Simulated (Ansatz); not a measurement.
A nudged elastic band was laid between two geometries of a periodic cell of 17 atoms, Rb₁₆N (host Rb, host structure bcc, interstitial N).

Computed with DFT PBE, scalar-relativistic, plane waves, PAW in Ansatz. Settings: cutoff 420 eV, k mesh 2x2x2, fermi-dirac smearing 0.05 eV, no spin polarisation.

| Quantity | Value |
| --- | --- |
| movable images | 3 |
| climbing image | yes |
| spring | 5.0 eV/Å² |
| optimiser | quadratic models (default) |
| start path | default |
| force threshold | 0.05 eV/Å |
| iteration limit | 8 |
| end points | relaxed |

First end point:

```xyz
17
Lattice="11.1800 0.0000 0.0000 0.0000 11.1800 0.0000 0.0000 0.0000 11.1800" Properties=species:S:1:pos:R:3
Rb 0.742 -0.815 0.004
Rb 4.848 -0.815 0.004
Rb 0.715 6.249 0.002
Rb -0.071 0.037 5.592
Rb 2.795 2.720 2.713
Rb 4.876 6.249 0.002
Rb 5.662 0.037 5.592
Rb 8.385 2.691 2.379
Rb -0.109 5.387 5.594
Rb 2.795 8.283 2.861
Rb 2.795 2.718 8.473
Rb 5.699 5.387 5.594
Rb 8.385 8.335 2.752
Rb 8.385 2.689 8.807
Rb 2.795 8.285 8.326
Rb 8.385 8.337 8.434
N 2.795 8.291 0.003
```

Last end point:

```xyz
17
Lattice="11.1800 0.0000 0.0000 0.0000 11.1800 0.0000 0.0000 0.0000 11.1800" Properties=species:S:1:pos:R:3
Rb 0.085 0.070 0.000
Rb 5.672 -0.075 0.000
Rb 0.082 5.531 0.000
Rb 0.061 -0.042 5.590
Rb 2.992 2.801 2.898
Rb 5.674 5.674 0.000
Rb 5.681 -0.406 5.590
Rb 8.345 2.798 2.881
Rb 0.058 5.640 5.590
Rb 2.139 8.388 2.072
Rb 2.992 2.801 8.282
Rb 5.683 6.005 5.590
Rb 9.197 8.391 2.059
Rb 8.345 2.798 8.299
Rb 2.138 8.388 9.109
Rb 9.197 8.391 9.121
N 0.079 8.390 0.000
```

What changes between the two ends?

The atom that moves furthest is N17, by 2.72 Å; four of its nearest neighbours are Rb10 2.86, Rb15 2.86, Rb3 2.92, Rb6 2.92 Å at the first end and Rb3 2.86, Rb1 2.86, Rb13 2.91, Rb16 2.91 Å at the last.

What energy profile does the band end with?

The run converged. The highest image is number 2 of 0 to 4, 0.46 eV above the ends, which have the same energy within 2 meV. The order of the point at the top wasn't checked. Limits of this set-up: coarse k mesh, odd electron count without spin, a small cell, in which the defect meets its images, a typed lattice constant that wasn't relaxed here.

```json
{"image": "0", "path coordinate (Å)": "0.00", "energy (eV)": "0.00", "Rb1–Rb2 (Å)": "4.11", "Rb1–Rb3 (Å)": "4.12", "Rb2–Rb6 (Å)": "4.12"}
{"image": "1", "path coordinate (Å)": "1.11", "energy (eV)": "0.25", "Rb1–Rb2 (Å)": "4.44", "Rb1–Rb3 (Å)": "4.61", "Rb2–Rb6 (Å)": "4.48"}
{"image": "2", "path coordinate (Å)": "2.22", "energy (eV)": "0.46", "Rb1–Rb2 (Å)": "4.92", "Rb1–Rb3 (Å)": "5.00", "Rb2–Rb6 (Å)": "5.03"}
{"image": "3", "path coordinate (Å)": "3.30", "energy (eV)": "0.26", "Rb1–Rb2 (Å)": "5.14", "Rb1–Rb3 (Å)": "5.40", "Rb2–Rb6 (Å)": "5.17"}
{"image": "4", "path coordinate (Å)": "4.39", "energy (eV)": "0.00", "Rb1–Rb2 (Å)": "5.59", "Rb1–Rb3 (Å)": "5.46", "Rb2–Rb6 (Å)": "5.43"}
```

What is the geometry of the highest image?


```xyz
17
Lattice="11.1800 0.0000 0.0000 0.0000 11.1800 0.0000 0.0000 0.0000 11.1800" Properties=species:S:1:pos:R:3
Rb 0.371 -0.333 0.002
Rb 5.295 -0.320 0.002
Rb 0.362 5.848 0.001
Rb -0.046 0.064 5.591
Rb 2.930 2.762 2.888
Rb 5.310 5.828 0.001
Rb 5.707 -0.272 5.591
Rb 8.340 2.750 2.559
Rb -0.060 5.448 5.592
Rb 2.504 8.340 2.502
Rb 2.930 2.761 8.295
Rb 5.718 5.784 5.592
Rb 8.754 8.353 2.525
Rb 8.340 2.750 8.624
Rb 2.504 8.341 8.682
Rb 8.754 8.354 8.658
N 1.436 8.346 0.002
```

Run time: 2.3 min on 4 threads of AMD EPYC 9R14 (Zen 4) (shared host), peak memory 4.9 GiB.
